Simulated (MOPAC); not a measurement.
**C2H6BFS (SMILES CB(S)CF): levels of theory compared**

Wanted: a comparison of 4 runs (MNDO, PM3, PM6, PM7) of C2H6BFS. 

The calculation is run with MOPAC 23.2.5.

5 further runs of the same task are left out: 1 that didn't finish, 4 set aside as unsound or not needed.

### Step 1. Starting point

C2H6BFS: 11 atoms, total charge 0, spin state singlet. SMILES: `CB(S)CF`. The shape is that of a GFN2-xTB optimisation. This is one conformer, not always the lowest.

Bond lengths: C1–B2 1.570 Å, B2–S3 1.777 Å, B2–C4 1.593 Å, C4–F5 1.385 Å, C1–H6 1.089 Å, C1–H7 1.087 Å, C1–H8 1.091 Å, S3–H9 1.332 Å, C4–H10 1.099 Å, C4–H11 1.099 Å. Some angles: C1–B2–S3 120.4°, C1–B2–C4 121.3°, S3–B2–C4 118.3°, B2–C4–F5 113.4°, B2–C1–H6 111.4°, B2–C1–H7 113.8°, B2–C1–H8 109.9°, B2–S3–H9 99.0°, B2–C4–H10 112.4°, B2–C4–H11 112.3°.

### Step 2. Energy and forces at MNDO (run 1)

File c2h6bfs.mop:

```
MNDO 1SCF BONDS DISP GRADIENTS AUX(PRECISION=6) THREADS=1
C2H6BFS

C -1.172320 1 0.978920 1 -0.318160 1
B 0.122130 1 0.090870 1 -0.360940 1
S 1.126090 1 0.035060 1 -1.826150 1
C 0.561830 1 -0.791560 1 0.889860 1
F -0.281250 1 -0.659660 1 1.980200 1
H -1.222530 1 1.564940 1 0.598520 1
H -1.269020 1 1.655710 1 -1.163730 1
H -2.058920 1 0.343640 1 -0.304080 1
H 2.053750 1 -0.825220 1 -1.410580 1
H 1.563070 1 -0.527180 1 1.257450 1
H 0.577160 1 -1.865530 1 0.657600 1
```

On the command line:

```sh
$ mopac c2h6bfs.mop
```

c2h6bfs.out:

```text
MOPAC v23.2.5
MNDO CALCULATION RESULTS
[...]
           Empirical Formula: C2 H6 B S F  =    11 atoms
      MOLECULAR POINT GROUP   :   C1
[...]
     SCF FIELD WAS ACHIEVED
[...]
                              SUM =        -77.87622 KCAL/MOL = FINAL HEAT OF FORMATION
          TOTAL ENERGY            =      -1120.78818 EV
          ELECTRONIC ENERGY       =      -3223.03727 EV
          CORE-CORE REPULSION     =       2102.24909 EV
          COSMO AREA              =        127.67 SQUARE ANGSTROMS
          COSMO VOLUME            =        116.99 CUBIC ANGSTROMS
          GRADIENT NORM           =        120.10456          =       36.21289 PER ATOM
          IONIZATION POTENTIAL    =         10.766537 EV
          HOMO LUMO ENERGIES (EV) =        -10.767  0.114
          NO. OF FILLED LEVELS    =         15
          MOLECULAR WEIGHT        =         91.9378         POINT GROUP:  C1
[...]
                             CARTESIAN COORDINATES
   1    C       -1.172320000     0.978920000    -0.318160000
   2    B        0.122130000     0.090870000    -0.360940000
   3    S        1.126090000     0.035060000    -1.826150000
   4    C        0.561830000    -0.791560000     0.889860000
   5    F       -0.281250000    -0.659660000     1.980200000
   6    H       -1.222530000     1.564940000     0.598520000
   7    H       -1.269020000     1.655710000    -1.163730000
   8    H       -2.058920000     0.343640000    -0.304080000
   9    H        2.053750000    -0.825220000    -1.410580000
  10    H        1.563070000    -0.527180000     1.257450000
  11    H        0.577160000    -1.865530000     0.657600000
           Empirical Formula: C2 H6 B S F  =    11 atoms
[...]
              NET ATOMIC CHARGES AND DIPOLE CONTRIBUTIONS
  ATOM NO.   TYPE          CHARGE      No. of ELECS.   s-Pop       p-Pop
    1          C           0.016095        3.9839     1.20090     2.78300
    2          B          -0.158094        3.1581     1.27116     1.88693
    3          S           0.158172        5.8418     1.82238     4.01945
    4          C           0.195516        3.8045     1.20627     2.59821
    5          F          -0.257256        7.2573     1.89854     5.35872
    6          H           0.021049        0.9790     0.97895
    7          H           0.002500        0.9975     0.99750
    8          H           0.022722        0.9773     0.97728
    9          H          -0.030193        1.0302     1.03019
   10          H           0.014669        0.9853     0.98533
   11          H           0.014822        0.9852     0.98518
 DIPOLE           X         Y         Z       TOTAL
 POINT-CHG.     1.037     0.270    -2.396     2.625
 HYBRID         0.274    -0.913     1.511     1.786
 SUM            1.311    -0.643    -0.885     1.708
[...]
 * JOB ENDED NORMALLY *
[...]
```

Run time: 0.04 s. Hardware: 1 thread of Arm Neoverse V1, shared host.

### Step 3. Energy and forces at PM3 (run 2)

File job.mop:

```
DISP BONDS GRADIENTS 1SCF PM3 AUX(PRECISION=6) T=10M THREADS=1
C2H6BFS gradient

C     -1.172320 +1     0.978920 +1    -0.318160 +1
B      0.122130 +1     0.090870 +1    -0.360940 +1
S      1.126090 +1     0.035060 +1    -1.826150 +1
C      0.561830 +1    -0.791560 +1     0.889860 +1
F     -0.281250 +1    -0.659660 +1     1.980200 +1
H     -1.222530 +1     1.564940 +1     0.598520 +1
H     -1.269020 +1     1.655710 +1    -1.163730 +1
H     -2.058920 +1     0.343640 +1    -0.304080 +1
H      2.053750 +1    -0.825220 +1    -1.410580 +1
H      1.563070 +1    -0.527180 +1     1.257450 +1
H      0.577160 +1    -1.865530 +1     0.657600 +1
```

On the command line:

```sh
$ mopac job.mop
```

job.out, shortened:

```text
MOPAC v23.2.5
PM3 CALCULATION RESULTS
[...]
           Empirical Formula: C2 H6 B S F  =    11 atoms
      MOLECULAR POINT GROUP   :   C1
[...]
     SCF FIELD WAS ACHIEVED
[...]
                              SUM =        -67.09365 KCAL/MOL = FINAL HEAT OF FORMATION
          TOTAL ENERGY            =      -1052.76300 EV
          ELECTRONIC ENERGY       =      -3115.15681 EV
          CORE-CORE REPULSION     =       2062.39380 EV
          COSMO AREA              =        127.67 SQUARE ANGSTROMS
          COSMO VOLUME            =        116.99 CUBIC ANGSTROMS
          GRADIENT NORM           =         71.83811          =       21.66001 PER ATOM
          IONIZATION POTENTIAL    =         10.556948 EV
          HOMO LUMO ENERGIES (EV) =        -10.557  0.145
          NO. OF FILLED LEVELS    =         15
          MOLECULAR WEIGHT        =         91.9378         POINT GROUP:  C1
[...]
                             CARTESIAN COORDINATES
   1    C       -1.172320000     0.978920000    -0.318160000
   2    B        0.122130000     0.090870000    -0.360940000
[...]
              NET ATOMIC CHARGES AND DIPOLE CONTRIBUTIONS
  ATOM NO.   TYPE          CHARGE      No. of ELECS.   s-Pop       p-Pop
    1          C          -0.122720        4.1227     1.10061     3.02211
    2          B          -0.259029        3.2590     1.03347     2.22556
    3          S           0.158008        5.8420     1.85134     3.99066
    4          C           0.011288        3.9887     1.13304     2.85567
    5          F          -0.153867        7.1539     1.79255     5.36132
    6          H           0.079358        0.9206     0.92064
    7          H           0.064723        0.9353     0.93528
    8          H           0.081855        0.9181     0.91815
    9          H           0.010619        0.9894     0.98938
   10          H           0.064913        0.9351     0.93509
   11          H           0.064851        0.9351     0.93515
 DIPOLE           X         Y         Z       TOTAL
 POINT-CHG.     0.734     0.240    -1.893     2.044
 HYBRID         0.469    -1.033     1.430     1.825
 SUM            1.203    -0.793    -0.463     1.513
[...]
 * JOB ENDED NORMALLY *
[...]
```

It took 0.04 s on 1 thread of Arm Neoverse V1, shared host.

Run 3 isn't shown in full; the table further down has it.

### Step 4. Energy and forces at PM7 (run 4)

File job.mop:

```
PM7 1SCF DISP GRADIENTS BONDS AUX(PRECISION=9) THREADS=1
C2H6BFS, PM7

C -1.172320 1 0.978920 1 -0.318160 1
B 0.122130 1 0.090870 1 -0.360940 1
S 1.126090 1 0.035060 1 -1.826150 1
C 0.561830 1 -0.791560 1 0.889860 1
F -0.281250 1 -0.659660 1 1.980200 1
H -1.222530 1 1.564940 1 0.598520 1
H -1.269020 1 1.655710 1 -1.163730 1
H -2.058920 1 0.343640 1 -0.304080 1
H 2.053750 1 -0.825220 1 -1.410580 1
H 1.563070 1 -0.527180 1 1.257450 1
H 0.577160 1 -1.865530 1 0.657600 1
```

On the command line:

```sh
$ mopac job.mop
```

job.out, shortened:

```text
MOPAC v23.2.5
PM7 CALCULATION RESULTS
[...]
           Empirical Formula: C2 H6 B S F  =    11 atoms
      MOLECULAR POINT GROUP   :   C1
[...]
     SCF FIELD WAS ACHIEVED
[...]
                              SUM =        -67.03520 KCAL/MOL = FINAL HEAT OF FORMATION
          TOTAL ENERGY            =      -1026.34192 EV
          ELECTRONIC ENERGY       =      -3048.83248 EV
          CORE-CORE REPULSION     =       2022.49056 EV
          COSMO AREA              =        127.67 SQUARE ANGSTROMS
          COSMO VOLUME            =        116.99 CUBIC ANGSTROMS
          GRADIENT NORM           =         55.27865          =       16.66714 PER ATOM
          IONIZATION POTENTIAL    =          9.720368 EV
          HOMO LUMO ENERGIES (EV) =         -9.720 -1.280
          NO. OF FILLED LEVELS    =         15
          MOLECULAR WEIGHT        =         91.9378         POINT GROUP:  C1
[...]
                             CARTESIAN COORDINATES
   1    C       -1.172320000     0.978920000    -0.318160000
   2    B        0.122130000     0.090870000    -0.360940000
[...]
              NET ATOMIC CHARGES AND DIPOLE CONTRIBUTIONS
  ATOM NO.   TYPE          CHARGE      No. of ELECS.   s-Pop       p-Pop       d-Pop
    1          C          -0.531723        4.5317     1.04863     3.48309
    2          B           0.162552        2.8374     0.69659     2.14086
    3          S          -0.174433        6.1744     1.87154     4.17698     0.12591
    4          C          -0.173464        4.1735     1.11423     3.05923
    5          F          -0.206432        7.2064     1.97237     5.23406
    6          H           0.171278        0.8287     0.82872
    7          H           0.155185        0.8448     0.84481
    8          H           0.172042        0.8280     0.82796
    9          H           0.147692        0.8523     0.85231
   10          H           0.138637        0.8614     0.86136
   11          H           0.138665        0.8613     0.86134
 DIPOLE           X         Y         Z       TOTAL
 POINT-CHG.     1.186    -0.518    -0.996     1.633
 HYBRID        -0.040    -0.261     0.587     0.644
 SUM            1.146    -0.780    -0.409     1.445
[...]
 * JOB ENDED NORMALLY *
[...]
```

Run time: 0.04 s. Hardware: 1 thread of Arm Neoverse V1, shared host.

### Step 5. The series

| run | level | heat of formation (kcal/mol) | dipole moment (D) | HOMO energy (eV) | LUMO energy (eV) | wall time |
| --- | --- | --- | --- | --- | --- | --- |
| 1 | MNDO | -77.88 | 1.71 | -10.77 | 0.11 | 0.04 s |
| 2 | PM3 | -67.09 | 1.51 | -10.56 | 0.14 | 0.04 s |
| 3 | PM6 | -76.17 | 1.00 | -9.76 | 0.00 | 0.04 s |
| 4 | PM7 | -67.04 | 1.45 | -9.72 | -1.28 | 0.04 s |

### Step 6. Results

```
                                        quantity           value
                             run 4: total energy    -37.71737 Eh
                            run 4: dipole moment          1.45 D
                              run 4: HOMO energy        -9.72 eV
                              run 4: LUMO energy        -1.28 eV
                            run 4: HOMO–LUMO gap         8.44 eV
                        run 4: dispersion energy    -2.42 kJ/mol
run 4: heat of formation at this unrelaxed shape  -67.0 kcal/mol
                 run 4: largest force on an atom      1.766 eV/Å
```

What this shows: The dipole moment (its size) runs from 1.00 D (PM6) to 1.71 D (MNDO). The HOMO–LUMO gap runs from 8.44 eV (PM7) to 10.88 eV (MNDO). Force-field and semi-empirical energies have zeros of their own, so their totals don't compare. All runs together took 0.16 s, the longest 0.04 s.
